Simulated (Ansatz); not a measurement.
HPbNO4:

```xyz
7
Lattice="4.2753 -0.0004 0.0064 -2.0840 5.2077 -0.0491 -2.1238 -1.8657 4.9149" Properties=species:S:1:pos:R:3 pbc="T T T"
H     2.2338   -1.5247    4.4769
Pb    0.1373    4.0030    0.6652
N    -2.0197    1.5311    2.4473
O     2.2736    4.7756    0.1022
O    -1.9905    2.6889    2.9560
O     2.2225    1.4102    1.1945
O    -2.0163    0.5081    3.1892
```

The cell was built by a generator and needn't be a form met in nature.

Base run:

| Item | Value |
| --- | --- |
| Program | Ansatz 0.2.0 |
| Functional | RPBE |
| Potentials or basis | Ansatz PAW |
| Cutoff | 420 eV (not typed: the program's choice for these potentials) |
| k mesh | 8 × 6 × 6 |
| Occupations | fermi-dirac, width 0.05 eV |
| Spin | no spin polarisation |

Its results: band gap on the k mesh 2.86 eV, indirect (least direct gap 3.19 eV); pressure 2.4 GPa; largest force 0.327 eV/Å.

**Question.** After a change of settings the same cell gave: band gap on the k mesh 3.17 eV, indirect (least direct gap 3.50 eV); pressure -3.0 GPa; largest force 0.658 eV/Å. Which change was it?
A. functional from RPBE to HSE03; k mesh from 8 × 6 × 6 to 4 × 3 × 3
B. functional from RPBE to r2SCAN; cutoff from 420 eV (not typed: the program's choice for these potentials) to 500 eV (not typed: the program's choice for these potentials)
C. functional from RPBE to revPBE
D. functional from RPBE to BLYP

**Answer.** B.

r2SCAN gives the wider gap, since meta-GGAs in the generalised Kohn-Sham scheme recover part of the derivative discontinuity.

Caveats: spin-orbit coupling is left out, which as a rule narrows the gap of such compounds by several tenths of an eV; the PAW data sets come from PBE, with cores solved anew for the run's functional, which leaves a small shift of forces and pressure.

Runs at the PBE level aren't shown here.
